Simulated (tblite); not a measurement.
# C7H7BO: the cost of one run

Computed with tblite 0.8.0 and PySCF 2.14.0, with density-fitted response routines of our own, on a single molecule in the gas phase. Atoms are numbered from 0 throughout.

### Step 1. The molecule as given

16 atoms, charge 0, multiplicity 1; geometry from: force field or distance geometry start.

Bonds of the start (Å): C0–C1 1.21, C1–B2 1.54, B2–C3 1.59, C3–C4 1.48, C4–C5 1.32, C5–O6 1.38, O6–C7 1.40, C7–C8 1.33, C8–C3 1.49, C0–H9 1.06, B2–H10 1.20, C3–H11 1.13, C4–H12 1.08, C5–H13 1.09, C7–H14 1.10, C8–H15 1.10.

### Step 2. Relaxing the molecule with GFN2-xTB

Job settings and geometry (Å):

```
{"job": {"kind": "relax", "xc": "GFN2-xTB", "basis": "xTB"}, "charge": 0, "multiplicity": 1}
C      2.983800     0.409300     0.091200
C      2.093100    -0.351400    -0.227000
B      0.966100    -1.327400    -0.621300
C     -0.539800    -0.902800    -0.311700
C     -0.982000     0.249700    -1.133300
C     -1.372900     1.400800    -0.619900
O     -1.384200     1.596700     0.743600
C     -0.988900     0.587400     1.622400
C     -0.594100    -0.591000     1.147300
H      3.742700     1.098500     0.370500
H      1.183300    -2.003500    -1.590000
H     -1.169000    -1.806700    -0.542300
H     -0.968700     0.090900    -2.202500
H     -1.670700     2.197800    -1.299700
H     -1.010800     0.741500     2.711000
H     -0.295300    -1.380800     1.850400
```

Started as:

```bash
OMP_NUM_THREADS=1 python probes_run.py task.json out
```

One launch serves the whole session: the jobs run in the order shown.

**Question.** How long does this first job take on 1 thread of Arm Neoverse N1, shared host, and how much memory does it need?

About 1 s, with a peak of 0.18 GiB.
